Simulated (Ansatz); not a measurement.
SrNiO3, space group Cmmm, a scan of the Hubbard U

Program: Ansatz 0.2.0 through its Python package.

Input file `srnio3.extxyz`:
```text
5
Lattice="2.7523096 -2.75990209 0.0 2.7523096 2.75990209 0.0 0.0 0.0 3.90017916" Properties=species:S:1:pos:R:3:initial_magmoms:R:1 pbc="T T T"
Sr    2.75230960    0.00000000    1.95008958  0.00
Ni    0.00000000    0.00000000    0.00000000  1.50
O     0.00000000    0.00000000    1.95008958  0.00
O     1.37615480   -1.37995104    0.00000000  0.00
O     1.37615480    1.37995104    0.00000000  0.00
```

Typed at the interpreter:
```pycon
>>> import warnings
>>> import ansatz as az
>>> import numpy as np
>>> from tabulate import tabulate
>>> def count_gap(report):
...     # lowest empty less highest filled band, counting bands; zero where they overlap
...     return max(report.get("gap_by_band_count_ev") or 0.0, 0.0)
...
>>> warnings.simplefilter("ignore", az.DeckWarning)
>>> crystal = az.Crystal.from_extxyz("srnio3.extxyz")
>>> base = (
...     crystal.calculation()
...     .kpoints(6, 6, 6)
...     .spin(az.SpinTreatment.COLLINEAR)
...     .occupations("Methfessel-Paxton", width=0.01)
...     .functional("pbesol")
...     .scf(tolerance=1e-08, max_iterations=200, self_checks="low")
...     .band_table()
... )
>>> rows = []
>>> for u in [0.0, 1.5, 3.0, 4.5, 6.0]:
...     r = base.hubbard("Ni", "d", u_eff=u, double_counting="amf").run(threads=1).report
...     shell = r["hubbard"]["n_scf"]
...     rows.append((u, count_gap(r), sum(shell) / len(shell), max(abs(m) for m in r["site_moments_mub"]), r["n_iterations"]))
...
RunWarning: the net moment that the starting moments add up to was not kept: the SCF closed with a net magnetisation of 8.2e-13 μB in size, at most 0.1 of the 1.5 μB that the starting moments add up to as vectors. Its absolute magnetisation is 1.8e0 μB, where they sum to 1.5 μB in size (1 site): that figure counts [...]
>>> print(tabulate(rows, headers=["U_eff eV", "gap by band count eV", "Ni d occupation (projector)", "largest moment muB", "iterations"], floatfmt=".4f", tablefmt="plain"))
  U_eff eV    gap by band count eV    Ni d occupation (projector)    largest moment muB    iterations
    0.0000                  0.0000                         8.2185                0.3551            22
    1.5000                  0.0000                         8.2109                0.2041            54
    3.0000                  0.0000                         8.1126                0.7873            42
    4.5000                  0.0000                         8.0655                0.9121            31
    6.0000                  0.0000                         8.0219                1.0429            27
>>> print("eigenvalues of the first occupation matrix at the last U, by spin:")
eigenvalues of the first occupation matrix at the last U, by spin:
>>> for channel in r["hubbard"]["n_eig"][0]:
...     print("  ", " ".join(f"{n:.3f}" for n in channel))
...
   0.780 0.781 0.996 0.996 0.996
   0.238 0.238 0.999 0.999 0.999
```

From U = 0 to 6 eV the largest site moment goes from 0.36 to 1.04 μB.

The SCF didn't keep the moments it started from (some shrank, vanished or turned); what is printed is the state reached. U, its shell and the double counting are chosen to explore, and aren't derived for this compound. The mesh is modest for a metal, so energies can be off by several to tens of meV an atom and pressures by half a GPa or more; differences at equal mesh fare better. Within a few hundredths of an angstrom the cell has the higher group Pm-3m; the lower one is a small distortion. A gap by band count of zero or less means overlapping bands, a metal. With one magnetic atom the cell can hold only ferromagnetic order. This cell is a computed structure, which may not be the phase found in nature. Gaps and levels are Kohn-Sham values on a finite set of k-points, without spin-orbit coupling. Warnings are shown shortened and without file and line. Shell occupations and the effect of U depend on the projectors; a run with no .spin step is spin-unpolarised, and each U may end in a state that isn't the lowest. The script silences the warnings on its input, which a real study should read. It ran for 17 min on 1 thread of Intel(R) Xeon(R) Processor @ 2.50GHz (Skylake/Cascade Lake) (shared host), peak memory 0.84 GiB.

(Lines on the test bed's own set-up are left out of the output.)
